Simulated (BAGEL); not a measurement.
# BN2H3Cl (SMILES [NH]B(N)Cl) at ROHF/def2-SVPD (density fitting with qzvpp-jkfit)

Aim: the vertical doublet–quartet gap of BN2H3Cl at ROHF/def2-SVPD (density fitting with qzvpp-jkfit), from 2 runs. 

The calculation is run with BAGEL 1.2.2.

5 further runs of the same task are left out: 4 that didn't finish, 1 set aside as unsound or not needed.

## (1) The system as given

BN2H3Cl has 7 atoms, charge 0, and is taken as a doublet. As SMILES, `[NH]B(N)Cl`. The shape is that of a GFN2-xTB optimisation.

Bond lengths: N1–B2 1.355 Å, B2–N3 1.400 Å, B2–Cl4 1.796 Å, N1–H5 1.000 Å, N3–H6 1.004 Å, N3–H7 1.004 Å. Angles: N1–B2–N3 126.6°, N1–B2–Cl4 115.6°, N3–B2–Cl4 117.8°, B2–N1–H5 131.8°, B2–N3–H6 121.9°, B2–N3–H7 123.7°, H6–N3–H7 114.4°.

## (2) The energy at ROHF/def2-SVPD (density fitting with qzvpp-jkfit)

The input, input.json:

```json
{ "bagel": [

{
  "title": "molecule",
  "basis": "def2-svpd.json",
  "df_basis": "qzvpp-jkfit",
  "angstrom": true,
  "geometry": [
    { "atom": "N", "xyz": [      -0.761470,       1.199050,      -0.324580 ] },
    { "atom": "B", "xyz": [      -0.237770,      -0.037740,      -0.144330 ] },
    { "atom": "N", "xyz": [       0.950690,      -0.351310,       0.525920 ] },
    { "atom": "Cl", "xyz": [      -1.185640,      -1.391920,      -0.847000 ] },
    { "atom": "H", "xyz": [      -1.593670,       1.510820,      -0.783140 ] },
    { "atom": "H", "xyz": [       1.528410,       0.357400,       0.940000 ] },
    { "atom": "H", "xyz": [       1.299460,      -1.286290,       0.633120 ] }
  ]
},

{
  "title": "rohf",
  "nopen": 1
},

{
  "title": "print",
  "file": "orbitals.molden",
  "orbitals": true
}

]}
```

The basis set def2-SVPD is read from a file made from the Basis Set Exchange's data (not shown).

The run is started by

```bash
$ BAGEL_NUM_THREADS=1 BAGEL input.json > input.out
```

The log of the run:

```text
* using 1 threads per process

  ===============================================================
  ===============================================================

  *** Geometry ***

  { "atom" : "N", "xyz" : [     -1.438970,      2.265876,     -0.613367 ] },
  { "atom" : "B", "xyz" : [     -0.449320,     -0.071318,     -0.272744 ] },
  { "atom" : "N", "xyz" : [      1.796544,     -0.663880,      0.993845 ] },
  { "atom" : "Cl", "xyz" : [     -2.240535,     -2.630348,     -1.600598 ] },
  { "atom" : "H", "xyz" : [     -3.011600,      2.855036,     -1.479920 ] },
  { "atom" : "H", "xyz" : [      2.888276,      0.675388,      1.776343 ] },
  { "atom" : "H", "xyz" : [      2.455624,     -2.430736,      1.196423 ] },

  Number of auxiliary basis functions:      411

  Since a DF basis is specified, we compute 2- and 3-index integrals:
    o Being stored without compression. Storage requirement is 0.041 GB

  Number of basis functions:      111
  Number of electrons      :       39

    * METHOD: MOLECULE                             0.19

  *** Open-shell HF ***

  === Nuclear Repulsion ===
   136.4806665594

      * DIIS with orbital gradients will be used.

  === ROHF iteration (def2-svpd.json) ===
      0       -594.43209972          0.03371797           0.12
      1       -594.59251035          0.02104311           0.12
      2       -594.63884929          0.01051806           0.12
      3       -594.65625730          0.00169108           0.12
      4       -594.65815666          0.00058992           0.12
      5       -594.65857379          0.00025843           0.12
      6       -594.65866849          0.00009441           0.12
      7       -594.65869579          0.00003584           0.12
      8       -594.65870055          0.00001528           0.12
      9       -594.65870251          0.00000654           0.12
     10       -594.65870263          0.00000321           0.12
     11       -594.65870273          0.00000195           0.12
     12       -594.65870273          0.00000136           0.12
     13       -594.65870277          0.00000125           0.12
     14       -594.65870279          0.00000123           0.12
     15       -594.65870280          0.00000122           0.12
     16       -594.65870280          0.00000123           0.12
     17       -594.65870280          0.00000119           0.12
     18       -594.65870281          0.00000134           0.12
     19       -594.65870281          0.00000122           0.12
     20       -594.65870281          0.00000126           0.12
     21       -594.65870280          0.00000120           0.12
     22       -594.65870280          0.00000129           0.12
     23       -594.65870280          0.00000127           0.12
     24       -594.65870281          0.00000129           0.12
     25       -594.65870280          0.00000130           0.12
     26       -594.65870279          0.00000125           0.12
     27       -594.65870279          0.00000135           0.12
     28       -594.65870282          0.00000136           0.12
     29       -594.65870284          0.00000275           0.12
     30       -594.65870295          0.00000091           0.12
     31       -594.65870283          0.00000370           0.12
     32       -594.65870307          0.00000054           0.12
     33       -594.65870305          0.00000157           0.12
     34       -594.65870311          0.00000034           0.12
     35       -594.65870310          0.00000038           0.13
     36       -594.65870310          0.00000008           0.12
     37       -594.65870308          0.00000002           0.12
     38       -594.65870308          0.00000002           0.12
     39       -594.65870308          0.00000000           0.13
    * SCF iteration converged.

    * S^2 (ROHF) is 0.7500

    * Permanent dipole moment:
           (   -0.429444,    -0.591305,    -0.320532) a.u.

    * METHOD: ROHF                                 5.04

    * METHOD: PRINT                                0.03

  ===============================================================
```

Wall time 5.4 s (1 thread of Arm Neoverse V1, shared host); peak memory 0.13 GiB.

## (3) The quartet at the same level

The input, job.json:

```json
{ "bagel": [

{
  "title": "molecule",
  "basis": "def2-svpd.json",
  "df_basis": "qzvpp-jkfit",
  "angstrom": "true",
  "geometry": [
    { "atom": "N", "xyz": [      -0.761470,       1.199050,      -0.324580 ] },
    { "atom": "B", "xyz": [      -0.237770,      -0.037740,      -0.144330 ] },
    { "atom": "N", "xyz": [       0.950690,      -0.351310,       0.525920 ] },
    { "atom": "Cl", "xyz": [      -1.185640,      -1.391920,      -0.847000 ] },
    { "atom": "H", "xyz": [      -1.593670,       1.510820,      -0.783140 ] },
    { "atom": "H", "xyz": [       1.528410,       0.357400,       0.940000 ] },
    { "atom": "H", "xyz": [       1.299460,      -1.286290,       0.633120 ] }
  ]
},

{
  "title": "rohf",
  "nopen": 3
},

{
  "title": "print",
  "file": "orbitals.molden",
  "orbitals": "true"
}

]}
```

The basis set def2-SVPD is read from a file made from the Basis Set Exchange's data (not shown).

The run is started by

```bash
$ BAGEL_NUM_THREADS=1 BAGEL job.json > job.out
```

The log of the run:

```text
* using 1 threads per process

  ===============================================================
  ===============================================================

  *** Geometry ***

  { "atom" : "N", "xyz" : [     -1.438970,      2.265876,     -0.613367 ] },
  { "atom" : "B", "xyz" : [     -0.449320,     -0.071318,     -0.272744 ] },
  { "atom" : "N", "xyz" : [      1.796544,     -0.663880,      0.993845 ] },
  { "atom" : "Cl", "xyz" : [     -2.240535,     -2.630348,     -1.600598 ] },
  { "atom" : "H", "xyz" : [     -3.011600,      2.855036,     -1.479920 ] },
  { "atom" : "H", "xyz" : [      2.888276,      0.675388,      1.776343 ] },
  { "atom" : "H", "xyz" : [      2.455624,     -2.430736,      1.196423 ] },

  Number of auxiliary basis functions:      411

  Since a DF basis is specified, we compute 2- and 3-index integrals:
    o Being stored without compression. Storage requirement is 0.041 GB

  Number of basis functions:      111
  Number of electrons      :       39

    * METHOD: MOLECULE                             0.19

  *** Open-shell HF ***

  === Nuclear Repulsion ===
   136.4806665594

      * DIIS with orbital gradients will be used.

  === ROHF iteration (def2-svpd.json) ===
      0       -594.18955702          0.02832288           0.12
      1       -594.30989546          0.02597390           0.12
      2       -594.34939123          0.01947559           0.12
      3       -594.41030667          0.00290798           0.12
      4       -594.41838871          0.00205358           0.12
      5       -594.42474522          0.00154155           0.12
      6       -594.42918142          0.00081790           0.12
      7       -594.43122113          0.00041589           0.12
      8       -594.43183529          0.00027047           0.12
      9       -594.43210188          0.00019703           0.12
     10       -594.43217393          0.00011858           0.12
     11       -594.43228661          0.00005690           0.12
     12       -594.43227683          0.00002441           0.12
     13       -594.43229472          0.00001030           0.12
     14       -594.43229592          0.00000450           0.12
     15       -594.43229463          0.00000237           0.12
     16       -594.43229424          0.00000104           0.12
     17       -594.43229463          0.00000062           0.12
     18       -594.43229473          0.00000033           0.12
     19       -594.43229473          0.00000019           0.12
     20       -594.43229474          0.00000012           0.12
     21       -594.43229474          0.00000006           0.12
     22       -594.43229475          0.00000002           0.12
     23       -594.43229476          0.00000001           0.12
     24       -594.43229476          0.00000001           0.12
    * SCF iteration converged.

    * S^2 (ROHF) is 3.7500

    * Permanent dipole moment:
           (   -1.269680,     0.486993,    -0.697847) a.u.

    * METHOD: ROHF                                 3.17

    * METHOD: PRINT                                0.03

  ===============================================================
```

It took 3.6 s on 1 thread of Arm Neoverse V1, shared host; peak memory 0.13 GiB.

## (4) Summary of results

Level: ROHF/def2-SVPD (density fitting with qzvpp-jkfit).

| quantity | value |
| --- | --- |
| doublet: total energy | -594.65870 Eh |
| doublet: dipole moment | 2.03 D |
| doublet: ⟨S²⟩ | 0.750 |
| quartet: total energy | -594.43229 Eh |
| quartet: dipole moment | 3.88 D |
| quartet: ⟨S²⟩ | 3.750 |
| vertical energy of the quartet above the doublet | 6.161 eV |

**Reading.** At this shape the quartet lies 6.16 eV (594 kJ/mol) above the doublet.
